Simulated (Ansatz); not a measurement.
# As2Se: the cost of one run

Method: DFT r2SCAN, scalar-relativistic, plane waves, PAW, in Ansatz 0.2.0.

1 further run of the same task is left out (set aside as unsound or not needed).

### Step 1. The starting structure

Symmetry: I4_1/amd, No. 141, tetragonal system. Conventional cell: a = 7.028 Å, b = 7.028 Å, c = 5.244 Å, α = 90.00°, β = 90.00°, γ = 90.00°. As (site symmetry 2/m) is surrounded by 2 Se at 2.64 Å and 4 As at 2.81 Å. Around Se (site symmetry -4m2) lie 4 As at 2.64 Å.

Coordinates:

```
As Se
1.0
    -3.51421    3.51421    2.62185
     3.51421   -3.51421    2.62185
     3.51421    3.51421   -2.62185
As Se
4 2
Direct
  0.87500 0.12500 0.75000
  0.37500 0.12500 0.25000
  0.87500 0.62500 0.75000
  0.87500 0.12500 0.25000
  0.50000 0.50000 0.00000
  0.25000 0.75000 0.50000
```

It goes back to an entry of the Materials Project, which need not be the stable form.

This cell was relaxed beforehand with the same method: volume 21.59 Å³/atom, gap on the mesh none (metal).

### Step 2. Electronic structure at the relaxed geometry

Contents of input.yaml:

```yaml
crystal:
  lattice:
    - [-3.5142117089, 3.5142117089, 2.6218479589]
    - [3.5142117089, -3.5142117089, 2.6218479589]
    - [3.5142117089, 3.5142117089, -2.6218479589]
  atoms:
    - { symbol: As, position: [0.875, 0.125, 0.75] }
    - { symbol: As, position: [0.375, 0.125, 0.25] }
    - { symbol: As, position: [0.875, 0.625, 0.75] }
    - { symbol: As, position: [0.875, 0.125, 0.25] }
    - { symbol: Se, position: [0.5, 0.5, 0.0] }
    - { symbol: Se, position: [0.25, 0.75, 0.5] }
basis:
  ecutwfc: 500
kpoints:
  mp_grid: { grid: [8, 8, 8] }
  band_path:
    path:
      - [[0.0, 0.0, 0.0], [0.0, 0.0, 0.5], [-0.5, 0.5, 0.5], [0.0, 0.0, 0.0], [0.38915511, 0.38915511, -0.38915511]]
      - [[-0.38915511, 0.61084489, 0.38915511], [-0.5, 0.5, 0.5]]
      - [[0.0, 0.0, 0.5], [0.25, 0.25, 0.25], [0.0, 0.5, 0.0], [0.0, 0.0, 0.0]]
    npoints: 14
hamiltonian:
  xc: r2scan
scf:
  occupations: { method: gaussian, width: 0.1 }
  n_extra_bands: 15
output:
  forces: true
  stress: true
  eigenvalues: true
  populations: true
  dos: { projected: true, de: 0.02, nscf_kmesh: { grid: [12, 12, 12] } }
  bader: true
```

Command:

```console
ansatz run input.yaml --threads 1 --pin off --max-ram 2560MiB --backend cpu --events-out ev --progress --plain --runs-dir out
```

What time and memory should one allow on 1 thread of Intel Xeon Platinum 8259CL at 2.50GHz (Skylake/Cascade Lake), shared host?

About 5.8 min, with a peak of 1.4 GiB.
